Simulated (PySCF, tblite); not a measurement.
**C₄H₉OSi radical: geometry, infrared bands and EPR parameters**

Aim: predict the infrared bands and EPR parameters of C₄H₉OSi radical (`CCO[Si@@H]1[CH]C1`).

The runs use tblite 0.8.0 and PySCF 2.14.0, with density-fitted response routines of our own; the level of theory stands in each step. All values are computed, except where a source is named. Atoms are numbered from 0 throughout.

### Step 1. Starting geometry

15 atoms, charge 0, multiplicity 2; geometry from: force field or distance geometry start.

Bonds of the start (Å): C0–C1 1.52, C1–O2 1.40, O2–Si3 1.67, Si3–C4 1.90, C4–C5 1.52, C5–Si3 1.83, C0–H6 1.12, C0–H7 1.10, C0–H8 1.10, C1–H9 1.12, C1–H10 1.08, Si3–H11 1.47, C4–H12 1.10, C5–H13 1.10, C5–H14 1.13.

### Step 2. Geometry optimisation with GFN2-xTB

Job settings and geometry (Å):

```
{"job": {"kind": "relax", "xc": "GFN2-xTB", "basis": "xTB"}, "charge": 0, "multiplicity": 2}
C     -2.672400     0.002400    -0.020900
C     -1.307000     0.277700    -0.639200
O     -0.453400    -0.678500    -0.087800
Si     1.141800    -0.618000    -0.593000
C      2.301500    -0.491900     0.905000
C      2.345100     0.664600    -0.077100
H     -3.096500    -0.887100    -0.550200
H     -3.367900     0.850900    -0.127900
H     -2.503300    -0.320100     1.017300
H     -1.015300     1.323700    -0.368400
H     -1.426000     0.212700    -1.713400
H      1.593700    -1.441200    -1.724700
H      3.076100    -1.270800     0.859900
H      2.051900     1.678500     0.226300
H      3.327300     0.705000    -0.633400
```

The run is started by

```bash
$ OMP_NUM_THREADS=1 python probes_run.py task.json out
```

The driver reads the jobs from task.json and runs them one after another.

**Question.** This job is followed by: GFN2-xTB harmonic vibrations, gas phase; UKS B3LYP, pcH-1 on C H O Si, non-relativistic, mean-field spin-orbit, GIAO. Predict these results of the whole session: strongest single infrared mode (GFN2-xTB); zero-point energy (GFN2-xTB); g(iso) (B3LYP); ⟨S²⟩; largest a(iso) (averaged by class); surface potential, 1st and 99th percentile.

**Answer**, as computed:

| quantity | value |
| --- | --- |
| strongest single infrared mode (GFN2-xTB) | 2266 cm⁻¹, 242 km/mol |
| zero-point energy (GFN2-xTB) | 73.5 kcal/mol |
| g(iso) (B3LYP) | 2.00356 |
| ⟨S²⟩ | 0.756 (exact 0.75) |
| largest a(iso) (averaged by class) | 13C on C4, 220.1 MHz |
| surface potential, 1st and 99th percentile | -1.42 V and 1.03 V |

Relaxing lowered the energy by 0.892 eV in 104 steps; the close pair that moved most is Si3–C5, from 1.833 to 2.008 Å. No mode is imaginary among the 39: a minimum at this level. The strongest single mode, at 2266 cm⁻¹, moves mainly H11. Unscaled tight-binding wavenumbers are off by several per cent, some by more. Its intensities can rank the bands wrongly. The largest share of the spin, 0.68 e, sits on C4. The isotropic g lies 1.2 ppt above the free-electron value.
